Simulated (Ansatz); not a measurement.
# CH7BN2O: up Jacob's ladder to CCSD(T)

One table from this session's results is given with a row withheld; the runs are named, their logs left out.

Method: functionals in def2-TZVPP, the program's frozen cores in correlated methods; program: Ansatz 0.2.0, Gaussian basis.

Plan: LDA (SPW92), PBE-D4, revPBE-D4, BLYP-D4, r2SCAN-D4, B97M-V, PBE0-D4, B3LYP-D4, r2SCANh-D4, r2SCAN0-D4, HSE06-D4, BHLYP-D4, CAM-B3LYP-D4, LC-ωPBE, ωB97X-V, ωB97M-V, B2PLYP, PBE-QIDH; CCSD(T)/def2-SVP; CCSD(T)/def2-TZVPP; MP2/def2-QZVPP; extrapolation to the limit; RPA on PBE.

## The relaxed structure

The geometry comes from an earlier relaxation with PBE0-D4 in a triple-zeta def2 set; it is a stationary point, not always the lowest conformer.

12 atoms, charge 0, spin multiplicity 1.

Atoms are counted from 1 here; the program's logs count them from 0.

Bond lengths: N1–B2 1.398 Å, N1–H6 1.003 Å, N1–H7 1.006 Å, B2–O3 1.369 Å, B2–H8 1.201 Å, O3–C4 1.405 Å, C4–N5 1.439 Å, C4–H9 1.097 Å, C4–H10 1.096 Å, N5–H11 1.012 Å, N5–H12 1.011 Å. Angles: B2–N1–H6 122.6°, B2–N1–H7 122.7°, H6–N1–H7 114.7°, N1–B2–O3 118.7°, N1–B2–H8 120.2°, O3–B2–H8 121.1°, B2–O3–C4 119.2°, O3–C4–N5 110.4°, O3–C4–H9 105.5°, O3–C4–H10 110.6°, N5–C4–H9 114.2°, N5–C4–H10 107.7°, H9–C4–H10 108.4°, C4–N5–H11 111.7°, C4–N5–H12 111.4°, H11–N5–H12 108.6°.

Geometry (Å):

```xyz
12
CH7BN2O
N    -1.2720    1.8370    0.9445
B    -0.5103    0.6712    0.8245
O     0.3981    0.5806   -0.1962
C     1.0569   -0.6395   -0.4213
N     0.1997   -1.5489   -1.1353
H    -1.9311    1.9782    1.6866
H    -1.2065    2.5977    0.2902
H    -0.6315   -0.2141    1.6268
H     1.9803   -0.3793   -0.9543
H     1.3283   -1.1132    0.5292
H     0.1496   -1.3205   -2.1196
H     0.5156   -2.5044   -1.0410
```

The first run:

Input file in.yaml:

```yaml
crystal:
  periodic: [false, false, false]
  atoms:
    - {symbol: N, position_ang: [-1.271987, 1.836960, 0.944467]}
    - {symbol: B, position_ang: [-0.510332, 0.671206, 0.824464]}
    - {symbol: O, position_ang: [0.398073, 0.580636, -0.196210]}
    - {symbol: C, position_ang: [1.056948, -0.639507, -0.421296]}
    - {symbol: N, position_ang: [0.199748, -1.548901, -1.135304]}
    - {symbol: H, position_ang: [-1.931072, 1.978192, 1.686612]}
    - {symbol: H, position_ang: [-1.206487, 2.597699, 0.290150]}
    - {symbol: H, position_ang: [-0.631531, -0.214058, 1.626766]}
    - {symbol: H, position_ang: [1.980254, -0.379312, -0.954329]}
    - {symbol: H, position_ang: [1.328263, -1.113185, 0.529213]}
    - {symbol: H, position_ang: [0.149607, -1.320468, -2.119561]}
    - {symbol: H, position_ang: [0.515616, -2.504361, -1.040973]}
basis:
  gaussian: {orbitals: def2-TZVPP}
hamiltonian: {xc: lda}
output: {orbitals: {seedname: orbitals}}
```

Steps of the session up to this table: LDA; PBE-D4 (GGA); revPBE-D4 (GGA); BLYP-D4 (GGA); r2SCAN-D4 (meta-GGA); B97M-V (meta-GGA); PBE0-D4 (hybrid); B3LYP-D4 (hybrid); r2SCANh-D4 (hybrid); r2SCAN0-D4 (hybrid); HSE06-D4 (hybrid); BHLYP-D4 (hybrid); CAM-B3LYP-D4 (range-separated); LC-ωPBE (range-separated); ωB97X-V (range-separated); ωB97M-V (range-separated); B2PLYP (double hybrid); PBE-QIDH (double hybrid).

One table of the session follows, with a row left open; its other results are not shown here.

It belongs to the step «Frontier levels by functional». 

```
  functional  HOMO (eV)  LUMO (eV)  gap (eV)
 LDA (SPW92)      -5.78       0.14      5.93
      PBE-D4      -5.66       0.32      5.99
   revPBE-D4      -5.61       0.38      5.99
     BLYP-D4      -5.57       0.30      5.87
   r2SCAN-D4      -5.98       0.88      6.86
      B97M-V      -6.14       0.57      6.72
     PBE0-D4      -7.17       1.17      8.35
    B3LYP-D4      -6.94       0.81      7.75
  r2SCANh-D4      -6.54       1.20      7.74
  r2SCAN0-D4      -7.40       1.63      9.03
    HSE06-D4      -6.76       0.81      7.57
    BHLYP-D4          ?          ?         ?
CAM-B3LYP-D4      -8.66       1.90     10.56
     LC-ωPBE     -10.05       3.20     13.25
     ωB97X-V      -9.70       3.03     12.72
     ωB97M-V      -9.61       2.54     12.15
```

Q: Estimate the row for BHLYP-D4 from the others.

Worked estimate for «HOMO (eV)». Against the share of exact exchange, BLYP-D4 (0, -5.57), B3LYP-D4 (0.2, -6.94) give a slope of -6.85 per unit share; at 0.5 the line stands at -8.99.

As computed: HOMO (eV): -8.64; LUMO (eV): 1.75; gap (eV): 10.39. In «HOMO (eV)» the line misses by -0.35.
